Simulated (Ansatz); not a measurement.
# Zr3Si (antiAuCu3): response to moved atoms and strain

How does Zr3Si (antiAuCu3) push back when it is distorted? Each run changes the relaxed cell in one way. This structure was made by substitution into a known type, so it needn't be the compound's stable form.

Method: DFT PBEsol, scalar-relativistic, plane waves, PAW, in Ansatz 0.2.0.

## Step 1: The system as given

It takes space group Pm-3m (No. 221, cubic). Conventional cell: a = 4.257 Å, b = 4.257 Å, c = 4.257 Å, α = 90.00°, β = 90.00°, γ = 90.00°. Zr (site symmetry 4/mmm) is surrounded by 8 Zr at 3.01 Å and 4 Si at 3.01 Å. Around Si (site symmetry m-3m) lie 12 Zr at 3.01 Å.

Coordinates:

```
Zr Si
1.0
     4.25729    0.00000    0.00000
     0.00000    4.25729    0.00000
     0.00000    0.00000    4.25729
Zr Si
3 1
Direct
  0.00000 0.50000 0.50000
  0.50000 0.50000 0.00000
  0.50000 0.00000 0.50000
  0.00000 0.00000 0.00000
```

This cell comes from an earlier session at PBEsol: 19.290 Å³/atom at -0.02 GPa, on a 8×8×8 mesh.

The changes: atom 4 (Si) moved 0.2 Å along z; strain e3 = +0.02, atoms carried along.

## Step 2: Atom 4 (Si) moved 0.2 Å along z

File input.yaml:

```yaml
crystal:
  lattice:
    - [4.2572860831, 0.0, 0.0]
    - [0.0, 4.2572860831, 0.0]
    - [0.0, 0.0, 4.2572860831]
  atoms:
    - { symbol: Zr, position: [0.0, 0.5, 0.5] }
    - { symbol: Zr, position: [0.5, 0.5, 0.0] }
    - { symbol: Zr, position: [0.5, 0.0, 0.5] }
    - { symbol: Si, position: [0.0, 0.0, 0.0469782852] }
basis:
  ecutwfc: 420
  ecutrho_ratio: 4
kpoints:
  mp_grid: { grid: [8, 8, 8] }
hamiltonian:
  xc: pbesol
scf:
  occupations: { method: gaussian, width: 0.05 }
output:
  forces: true
  stress: true
  eigenvalues: true
```

After this run come: Strain e3 = +0.02, atoms carried along.

Before running it: what results should come out? Wanted: for each run, change; change of free energy; largest force; largest change of stress.

The runs gave:

| change | change of free energy (meV/atom) | largest force (eV/Å) | largest change of stress (GPa) |
| --- | --- | --- | --- |
| atom 4 (Si) moved 0.2 Å along z | 25.95 | 1.024 | 0.74 |
| strain e3 = +0.02, atoms carried along | 3.18 | 0.000 | 2.53 |

Moving atom 4 by 0.20 Å meets a restoring force of 1.024 eV/Å along the move, a force constant of about 5.1 eV/Å². The strain e3 = +0.02 changes that stress component by -2.53 GPa (compression positive), a ratio of 126 GPa; that is a secant over a finite strain with the atoms carried along, not the elastic constant. No change lowers the energy by more than 0.5 meV/atom; other distortions weren't tried.
